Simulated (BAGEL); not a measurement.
# C2H5NSi (SMILES C[SiH2]C#N): a chain of runs

We compute the energy (HF/6-31G*), then a single-point energy (NEVPT2(2,2)/6-31G*), then a single-point energy (CASPT2(2,2)/6-31G*) of C2H5NSi. 

The results are computed with BAGEL 1.2.2.

2 further runs of the same task are left out: 2 set aside as unsound or not needed.

## Step 1: The molecule

C2H5NSi: 9 atoms, total charge 0, spin state singlet. As SMILES, `C[SiH2]C#N`. The C1–Si2 distance was set to 5.204 Å, away from the relaxed value. At this shape a bond of the SMILES string is far longer than usual.

Bond lengths: Si2–C3 1.855 Å, C3–N4 1.152 Å, C1–H5 1.092 Å, C1–H6 1.092 Å, C1–H7 1.092 Å, Si2–H8 1.482 Å, Si2–H9 1.482 Å. Angles: Si2–C3–N4 178.8°, C3–Si2–H8 106.1°, C3–Si2–H9 106.1°, H8–Si2–H9 110.0°, H5–C1–H6 108.4°, H5–C1–H7 108.4°, H6–C1–H7 108.4°.

## Step 2: The energy at HF/6-31G(d) (density fitting with svp-jkfit, spherical functions) (run 1)

The input, job.json:

```json
{ "bagel" : [

{
  "title" : "molecule",
  "basis" : "6-31gs.json",
  "df_basis" : "svp-jkfit",
  "angstrom" : "false",
  "geometry" : [
    { "atom" : "C", "xyz" : [ -3.05637122,  6.81315432, -4.29335193 ] },
    { "atom" : "Si", "xyz" : [ -0.27741180, -1.04804211,  0.92275327 ] },
    { "atom" : "C", "xyz" : [  3.09593831, -1.71983975,  0.24528645 ] },
    { "atom" : "N", "xyz" : [  5.19164458, -2.10213134, -0.20333453 ] },
    { "atom" : "H", "xyz" : [ -2.83357251,  6.46355499, -6.31403608 ] },
    { "atom" : "H", "xyz" : [ -1.92404733,  8.46156242, -3.78747225 ] },
    { "atom" : "H", "xyz" : [ -5.04039468,  7.24646852, -3.92183177 ] },
    { "atom" : "H", "xyz" : [ -1.68809235, -3.36257867,  0.22109796 ] },
    { "atom" : "H", "xyz" : [ -0.44673126, -0.62512140,  3.68553286 ] }
  ]
},
{
  "title" : "hf"
},
{
  "title" : "print",
  "file" : "orbitals.molden",
  "orbitals" : "true"
}

]}
```

The basis set 6-31G* is read from a file made from the Basis Set Exchange's data (not shown).

On the command line:

```console
$ BAGEL_NUM_THREADS=1 BAGEL job.json > job.out
```

Standard output:

```text
* using 1 threads per process

  ===============================================================
  ===============================================================

  *** Geometry ***

  { "atom" : "C", "xyz" : [     -3.056371,      6.813154,     -4.293352 ] },
  { "atom" : "Si", "xyz" : [     -0.277412,     -1.048042,      0.922753 ] },
  { "atom" : "C", "xyz" : [      3.095938,     -1.719840,      0.245286 ] },
[... 5 lines of this table left out ...]
  { "atom" : "H", "xyz" : [     -0.446731,     -0.625121,      3.685533 ] },

  Number of auxiliary basis functions:      445

  Since a DF basis is specified, we compute 2- and 3-index integrals:
    o Being stored without compression. Storage requirement is 0.017 GB

  Number of basis functions:       70
  Number of electrons      :       38

    * METHOD: MOLECULE                             0.18

  *** RHF ***

  === Nuclear Repulsion ===
   108.1591296841

      * DIIS with orbital gradients will be used.

  === RHF iteration (6-31gs.json) ===
      0       -421.22922674          0.02903640           0.04
      1       -421.03854942          0.03679877           0.04
      2       -421.68593916          0.00839597           0.04
[... 13 lines of this table left out ...]
     16       -421.73515602          0.00000001           0.04
    * SCF iteration converged.

    * Permanent dipole moment:
           (    1.906193,    -1.671233,     0.637898) a.u.

    * METHOD: HF                                   0.85

    * METHOD: PRINT                                0.01

  ===============================================================
```

Wall time 1.2 s (1 thread of Arm Neoverse V1, shared host); peak memory 0.15 GiB.

## Step 3: A single-point energy at NEVPT2(2,2)/6-31G(d) (density fitting with svp-jkfit, spherical functions) (run 2)

The input, calc.json:

```json
{ "bagel" : [

{
  "title" : "molecule",
  "basis" : "6-31gs.json",
  "df_basis" : "svp-jkfit",
  "geometry" : [
    { "atom" : "C", "xyz" : [ -3.05637122,  6.81315432, -4.29335193 ] },
    { "atom" : "Si", "xyz" : [ -0.27741180, -1.04804211,  0.92275327 ] },
    { "atom" : "C", "xyz" : [  3.09593831, -1.71983975,  0.24528645 ] },
    { "atom" : "N", "xyz" : [  5.19164458, -2.10213134, -0.20333453 ] },
    { "atom" : "H", "xyz" : [ -2.83357251,  6.46355499, -6.31403608 ] },
    { "atom" : "H", "xyz" : [ -1.92404733,  8.46156242, -3.78747225 ] },
    { "atom" : "H", "xyz" : [ -5.04039468,  7.24646852, -3.92183177 ] },
    { "atom" : "H", "xyz" : [ -1.68809235, -3.36257867,  0.22109796 ] },
    { "atom" : "H", "xyz" : [ -0.44673126, -0.62512140,  3.68553286 ] }
  ]
},
{ "title" : "hf" },
{ "title" : "casscf", "nstate" : 1, "nact" : 2, "nclosed" : 18, "nspin" : 0, "active" : [19, 20], "maxiter" : 200, "natocc" : true },
{
  "title" : "nevpt2",
  "nstate" : 1,
  "nact" : 2,
  "nclosed" : 18,
  "nspin" : 0,
  "active" : [19, 20],
  "maxiter" : 200,
  "natocc" : true,
  "ncore" : 8
},
{ "title" : "print", "file" : "orbitals.molden", "orbitals" : true }

]}
```

The basis set 6-31G* is read from a file made from the Basis Set Exchange's data (not shown).

On the command line:

```console
$ BAGEL_NUM_THREADS=1 BAGEL calc.json > calc.out
```

Standard output:

```text
* using 1 threads per process

  ===============================================================
  ===============================================================

  *** Geometry ***

  { "atom" : "C", "xyz" : [     -3.056371,      6.813154,     -4.293352 ] },
  { "atom" : "Si", "xyz" : [     -0.277412,     -1.048042,      0.922753 ] },
  { "atom" : "C", "xyz" : [      3.095938,     -1.719840,      0.245286 ] },
[... 5 lines of this table left out ...]
  { "atom" : "H", "xyz" : [     -0.446731,     -0.625121,      3.685533 ] },

[... 23 lines left out ...]
    * SCF iteration converged.
[... 1 line left out ...]
    * Permanent dipole moment:
[... 27 lines left out ...]
    * Second-order optimization converged. *
[... 9 lines left out ...]
     * ci vector, state   0, <S^2> = 0.0000
[... 3 lines left out ...]
    * METHOD: CASSCF                               1.37

    * freezing 8 orbitals

  === DF-NEVPT2 calculation ===

    * 3-index integral transformation done
    * assembly done

      NEVPT2 correlation energy:   -0.4504071977      0.11

          (+0)     -0.3937733532
          (+0)'    -0.0070348095
          (+1)     -0.0107608708
          (+1)'    -0.0000000000
          (+2)     -0.0000045196
          (-1)     -0.0388233314
          (-1)'     0.0000000000
          (-2)     -0.0000103132

      NEVPT2 total energy:       -422.3454728638

    * METHOD: NEVPT2                               0.19

    * METHOD: PRINT                                0.01

  ===============================================================
```

Wall time 2.7 s (1 thread of Arm Neoverse V1, shared host); peak memory 0.15 GiB.

## Step 4: The energy at CASPT2(2,2)/6-31G(d) (density fitting with svp-jkfit, spherical functions) (run 3)

The input, input.json:

```json
{ "bagel": [

{
  "title": "molecule",
  "basis": "6-31gs.json",
  "df_basis": "svp-jkfit",
  "geometry": [
    { "atom": "C", "xyz": [ -3.05637122,  6.81315432, -4.29335193 ] },
    { "atom": "Si", "xyz": [ -0.27741180, -1.04804211,  0.92275327 ] },
    { "atom": "C", "xyz": [  3.09593831, -1.71983975,  0.24528645 ] },
    { "atom": "N", "xyz": [  5.19164458, -2.10213134, -0.20333453 ] },
    { "atom": "H", "xyz": [ -2.83357251,  6.46355499, -6.31403608 ] },
    { "atom": "H", "xyz": [ -1.92404733,  8.46156242, -3.78747225 ] },
    { "atom": "H", "xyz": [ -5.04039468,  7.24646852, -3.92183177 ] },
    { "atom": "H", "xyz": [ -1.68809235, -3.36257867,  0.22109796 ] },
    { "atom": "H", "xyz": [ -0.44673126, -0.62512140,  3.68553286 ] }
  ]
},
{ "title": "hf" },
{ "title": "casscf", "nstate": 1, "nact": 2, "nclosed": 18, "active": [19, 20], "maxiter": 200, "natocc": true },
{ "title": "print", "file": "orbitals.molden", "orbitals": true },
{ "title": "smith", "method": "caspt2", "ms": true, "xms": true, "sssr": true, "shift": 0.2, "shift_imag": true, "ncore": 8 }

]}
```

The basis set 6-31G* is read from a file made from the Basis Set Exchange's data (not shown).

On the command line:

```console
$ BAGEL_NUM_THREADS=1 BAGEL input.json > input.out
```

Standard output:

```text
* using 1 threads per process

  ===============================================================
  ===============================================================

  *** Geometry ***

  { "atom" : "C", "xyz" : [     -3.056371,      6.813154,     -4.293352 ] },
  { "atom" : "Si", "xyz" : [     -0.277412,     -1.048042,      0.922753 ] },
  { "atom" : "C", "xyz" : [      3.095938,     -1.719840,      0.245286 ] },
[... 5 lines of this table left out ...]
  { "atom" : "H", "xyz" : [     -0.446731,     -0.625121,      3.685533 ] },

[... 25 lines left out ...]
    * Permanent dipole moment:
[... 37 lines left out ...]
     * ci vector, state   0, <S^2> = 0.0000
[... 21 lines left out ...]
       #      aibj      arbs      arbi      airj      risj      airs      arst      rist         Etot      error   time
[... 7 lines left out ...]
      ------------------------------------------------------------------------------------------------------------------

    * CASPT2 energy : state  0     -422.3518117547
        w/o shift correction       -422.3484238282
        reference weight              0.8493434212

    * METHOD: SMITH                                0.30

  ===============================================================
```

Run time: 2.9 s. Hardware: 1 thread of Arm Neoverse V1, shared host; peak memory 0.15 GiB.

## Step 5: Outcome

```
                               quantity          value
         run 1, HF/6-31G*: total energy  -421.73516 Eh
        run 1, HF/6-31G*: dipole moment         6.64 D
          run 1, HF/6-31G*: HOMO energy       -6.43 eV
          run 1, HF/6-31G*: LUMO energy       -2.80 eV
        run 1, HF/6-31G*: HOMO–LUMO gap        3.63 eV
run 2, NEVPT2(2,2)/6-31G*: total energy  -422.34547 Eh
run 3, CASPT2(2,2)/6-31G*: total energy  -422.35181 Eh
```

In words: One bond (run 1, HF/6-31G*) is far stretched, which a spin-restricted single reference describes badly; a broken-symmetry solution may lie lower.
